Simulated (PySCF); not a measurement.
**CdSi (triplet) at other levels of theory**

What do other methods print for CdSi (triplet)?

Program: PySCF 2.14.0. Level of theory: each script names its method and basis. These are calculated values, not measurements.

8 further runs of the same task are left out: 2 for a known fault of the program, 6 that didn't finish.

### Step 1. The starting structure

CdSi (triplet): 2 atoms, charge 0, spin multiplicity 3.

Bond lengths: Cd1–Si2 2.389 Å.

### Step 2. Base script

The input, input.py:

```python
from pyscf import gto, dft

mol = gto.M(
    atom='Cd 0 0 0; Si 0 0 2.389',
    basis='lanl2dz',
    ecp={'Cd': 'lanl2dz', 'Si': 'lanl2dz'},
    charge=0,
    spin=2,
    verbose=4,
)
mf = dft.UKS(mol, xc='pw6b95')
mf.kernel()
mf.dip_moment()
print('orbital energies (hartree):', [e[max(0, n-3):n+3].round(4) for e, n in zip(mf.mo_energy, mol.nelec)])
```

On the command line:

```console
OMP_NUM_THREADS=1 python input.py
```

### Step 3. Hcth407

Edit 1 changes functional: pw6b95 → hcth407.

Changes to input.py since step 2:

```diff
@@ -10,3 +10,3 @@
 )
-mf = dft.UKS(mol, xc='pw6b95')
+mf = dft.UKS(mol, xc='hcth407')
 mf.kernel()
```

### Step 4. Tpss

Edit 2 changes functional: pw6b95 → tpss.

Changes to input.py since step 2:

```diff
@@ -10,3 +10,3 @@
 )
-mf = dft.UKS(mol, xc='pw6b95')
+mf = dft.UKS(mol, xc='tpss')
 mf.kernel()
```

### Step 5. Gradient

Edit 3 changes step after the SCF: none → gradient.

Changes to input.py since step 2:

```diff
@@ -12,2 +12,5 @@
 mf.kernel()
+g = mf.nuc_grad_method()
+g.grid_response = True
+g.kernel()
 mf.dip_moment()
```

### Step 6. Pw91

Edit 4 changes functional: pw6b95 → pw91.

Changes to input.py since step 2:

```diff
@@ -10,3 +10,3 @@
 )
-mf = dft.UKS(mol, xc='pw6b95')
+mf = dft.UKS(mol, xc='pw91')
 mf.kernel()
```

### Step 7. Olyp

Edit 5 changes functional: pw6b95 → olyp.

Changes to input.py since step 2:

```diff
@@ -10,3 +10,3 @@
 )
-mf = dft.UKS(mol, xc='pw6b95')
+mf = dft.UKS(mol, xc='olyp')
 mf.kernel()
```

### Step 8. Pbe

Edit 6 changes functional: pw6b95 → pbe.

Changes to input.py since step 2:

```diff
@@ -10,3 +10,3 @@
 )
-mf = dft.UKS(mol, xc='pw6b95')
+mf = dft.UKS(mol, xc='pbe')
 mf.kernel()
```

What does the calculation give? Wanted: for each run, E(SCF); from base; gap, α spin; SCF dipole.

As calculated:

```csv
run,E(SCF) (hartree),from base (eV),cycles,"gap, α spin (eV)",SCF dipole (D)
base,-51.902774,0,11,2.67,2.86
hcth407,-52.335481,not comparable,11,1.05,3.12
tpss,-51.981326,not comparable,11,1.32,3.12
gradient,-51.902774,0.0000,11,2.67,2.86
pw91,-52.120823,not comparable,10,1.12,2.92
olyp,-52.129546,not comparable,11,1.10,3.15
pbe,-52.084187,not comparable,10,1.11,2.94
```

**Reading.** The α-spin gap between the frontier levels is 1.0 eV with hcth407 (0 % exact exchange) and 2.7 eV with pw6b95 (28 %): exact exchange opens it. A lower total energy from another functional means nothing by itself.
